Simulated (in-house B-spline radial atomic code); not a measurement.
**Tb²⁺: highest level by several methods**

Aim: see how far minus the highest orbital energy of Tb²⁺ stands from its tabulated ionisation energy, method by method.

Method: Dirac-Coulomb, several functionals; spherical all-electron atom at the radial basis limit. Code: in-house B-spline radial atomic code version 1.

**1. The atom as given**

* element: terbium (Z = 65)
* charge: +2
* electrons: 63
* configuration: [Xe] 4f9
* nucleus: Fermi, rms radius 5.060 fm

Outer shells as boxes (Hund's rule):

[Xe] 4f9
```
[Xe] core
4f [↑↓][↑↓][↑ ][↑ ][↑ ][↑ ][↑ ]
```

The boxes only draw the filling; these runs are spin-restricted and spherical.

**2. PBE**

The run's settings:

```ini
Z = 65
electrons = 63.0
configuration = [Xe] 4f9
hamiltonian = dirac
method = pbe,pbe
spin_polarised = False
nucleus = fermi
rms_radius = 5.06
mass_number = 159
atomic_mass = 158.925353707
speed_of_light = 137.035999084
```

**3. PBEsol**

Changes to the settings of step 2:

```diff
@@ -4,3 +4,3 @@
 hamiltonian = dirac
-method = pbe,pbe
+method = pbesol
 spin_polarised = False
```

**4. relativistic LDA**

Changes to the settings of step 3:

```diff
@@ -4,3 +4,3 @@
 hamiltonian = dirac
-method = pbesol
+method = lda_x_rel,vwn
 spin_polarised = False
```

**Question.** The tabulated ionisation energy is 21.82 ± 0.03 eV (semi-empirical; NIST Atomic Spectra Database). What does each method give, and which comes nearest?

As calculated:

| method | rung | total energy (hartree) | −ε highest (eV) | −ε less tabulated (eV) |
| --- | --- | --- | --- | --- |
| relativistic LDA | LDA | -11689.5427 | 16.883 (4f7/2) | -4.937 |
| PBE | GGA | -11717.2923 | 16.460 (4f7/2) | -5.360 |
| PBEsol | GGA | -11713.3610 | 16.487 (4f7/2) | -5.333 |

**Reading.** Tables give 21.82 ± 0.03 eV (semi-empirical; NIST Atomic Spectra Database) for the ionisation energy. relativistic LDA misses by -4.937 eV, the least, and PBE by -5.360 eV (25 %), the most. Open shells are averaged (over orientations, and over spins where the run is restricted), while tables refer to the lowest levels. The semilocal levels all lie too high, since self-interaction spoils the long-range potential; for them −ε is no ionisation energy.
